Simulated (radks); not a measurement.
**O⁻ held by a Watson sphere**

Aim: the size and levels of O⁻ inside a shell of charge +1 and radius R, which stands for the Madelung well of a crystal, for several R.

Program: radks (a radial shooting solver on a logarithmic mesh, Libxc functionals) version 1. Level of theory: scalar-relativistic Kohn-Sham, LDA (Slater exchange, Perdew-Wang correlation), spin-polarised, spherical densities, finite nucleus; open shells are filled with parallel spins first. These are calculated values, not measurements, unless marked.

### 1 What is computed

* element: oxygen (Z = 8)
* charge: -1
* electrons: 9
* configuration: [He] 2s2 2p5
* nuclear rms radius: 2.6991 fm

The outer shells:

O⁻
```
[He] core
2s [↑↓]
2p [↑↓][↑↓][↑ ]
```

### 2 R = 2.76 bohr

The run's settings:

```text
Z 8
configuration [He] 2s2 2p5
relativity scalar-relativistic
functional lda,pw
spin polarised
nucleus finite rms 2.6991 fm
c 137.035999084
watson charge 1 radius 2.76 bohr
response adiabatic LDA kernel
```

### 3 R = 2.78 bohr

Settings, as their differences from step 2:

```diff
@@ -7,3 +7,3 @@
 c 137.035999084
-watson charge 1 radius 2.76 bohr
+watson charge 1 radius 2.78 bohr
 response adiabatic LDA kernel
```

### 4 R = 3.07 bohr

Settings, as their differences from step 3:

```diff
@@ -7,3 +7,3 @@
 c 137.035999084
-watson charge 1 radius 2.78 bohr
+watson charge 1 radius 3.07 bohr
 response adiabatic LDA kernel
```

### 5 R = 3.93 bohr

Settings, as their differences from step 4:

```diff
@@ -7,3 +7,3 @@
 c 137.035999084
-watson charge 1 radius 3.07 bohr
+watson charge 1 radius 3.93 bohr
 response adiabatic LDA kernel
```

### 6 R = 3.94 bohr

Settings, as their differences from step 5:

```diff
@@ -7,3 +7,3 @@
 c 137.035999084
-watson charge 1 radius 3.93 bohr
+watson charge 1 radius 3.94 bohr
 response adiabatic LDA kernel
```

What does the calculation give? Wanted: for each run, R; highest level; its <r>; sum of <r²>; α.

As calculated:

```csv
R (bohr),highest level (eV),its <r> (bohr),sum of <r²> (bohr²),α (bohr³)
2.76,-5.811,1.510,18.31,15.26
2.78,-5.774,1.512,18.35,15.41
3.07,-5.255,1.538,18.90,17.61
3.93,-4.007,1.600,20.23,24.87
3.94,-3.995,1.601,20.24,24.96
```

**Reading.** From R = 2.76 to 3.94 bohr the top level moves from -5.811 to -3.995 eV and its mean radius from 1.51 to 1.60 bohr. A wider sphere makes a shallower well, so the ion swells. The polarisability goes from 15.3 to 25.0 bohr³. Response by self-consistent Sternheimer equations with the Hartree and adiabatic LDA kernel, the relativistic mass of each level held fixed and spin-orbit coupling left out. The sphere does not respond.
